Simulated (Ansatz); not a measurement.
# Br2Ge: the cost of one run

Method: the levels named in each step, in Ansatz 0.2.0.

### 1 Starting point

Bond lengths: Br1–Ge2 2.363 Å, Ge2–Br3 2.363 Å. Angles: Br1–Ge2–Br3 100.8°.

As a file:

```xyz
3

Br   -1.8208   -0.4675   -0.0029
Ge    0.0018    1.0360   -0.0041
Br    1.8190   -0.4743    0.0066
```

### 2 A rough first relaxation, PBE-D4/def2-SVP

input.yaml

```yaml
crystal:
  periodic: [false, false, false]
  atoms:
    - { symbol: Br, position_ang: [-1.82077, -0.46747, -0.00286] }
    - { symbol: Ge, position_ang: [0.00179, 1.03597, -0.00407] }
    - { symbol: Br, position_ang: [1.81899, -0.47431, 0.00656] }
basis:
  gaussian: { orbitals: def2-SVP }
hamiltonian:
  xc: pbe
  dispersion: d4
relax:
  f_tol: 0.03
  max_steps: 200
```

Launch:

```sh
ansatz run input.yaml --threads 2 --pin off --max-ram 5120MiB --backend cpu --events-out ev --progress --plain --runs-dir out
```

Q: Estimate wall time and peak memory on 2 threads of Intel Xeon at 2.70GHz, shared host.

About 3.7 s, with a peak of 0.16 GiB.
